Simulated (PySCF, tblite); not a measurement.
# C₂H₅OSi radical: infrared bands and EPR parameters

Wanted: the infrared bands and EPR parameters of C₂H₅OSi radical (`C[SiH]C=O`), by calculation.

Programs: tblite 0.8.0 and PySCF 2.14.0, with density-fitted response routines of our own. Each step states its level of theory. These are calculated values for one molecule in the gas phase, unless marked as measured. Atoms count from 0, in the outputs and in this text.

## 1. The molecule as given

9 atoms, charge 0, multiplicity 2; geometry from: GFN2-xTB.

Bonds of the start (Å): C0–Si1 1.89, Si1–C2 1.84, C2–O3 1.23, C0–H4 1.09, C0–H5 1.09, C0–H6 1.09, Si1–H7 1.46, C2–H8 1.11.

## 2. Harmonic vibrations with GFN2-xTB

The job: settings as JSON, then the geometry in Å.

```
{"job": {"kind": "ir", "xc": "GFN2-xTB", "basis": "xTB"}, "charge": 0, "multiplicity": 2}
C     -1.263087     0.170216     0.724067
Si     0.109427     0.458738    -0.536878
C      1.626875    -0.589727    -0.563818
O      1.821541    -1.515663     0.227325
H     -2.208442    -0.072486     0.242637
H     -0.993233    -0.661344     1.371564
H     -1.426684     1.045089     1.350356
H     -0.041175     1.533067    -1.506507
H      2.388340    -0.361896    -1.333926
```

**Question.** This job is followed by: UKS B3LYP, pcH-1 on C H O Si, non-relativistic, mean-field spin-orbit, GIAO. What will the session give for the following? strongest single infrared mode (GFN2-xTB); zero-point energy (GFN2-xTB); g(iso) (B3LYP); ⟨S²⟩; largest a(iso) (averaged by class).

As calculated:

| quantity | value |
| --- | --- |
| strongest single infrared mode (GFN2-xTB) | 1553 cm⁻¹, 556 km/mol |
| zero-point energy (GFN2-xTB) | 38.3 kcal/mol |
| g(iso) (B3LYP) | 2.00433 |
| ⟨S²⟩ | 0.759 (exact 0.75) |
| largest a(iso) (averaged by class) | 29Si on Si1, -127.0 MHz |

No mode is imaginary among the 21: a minimum at this level. The strongest single mode, at 1553 cm⁻¹, moves mainly C2 and O3. Unscaled tight-binding wavenumbers are off by several per cent, some by more. Its intensities can rank the bands wrongly. Most of the unpaired spin sits on Si1 (0.87 e). The isotropic g lies 2.0 ppt above the free-electron value.
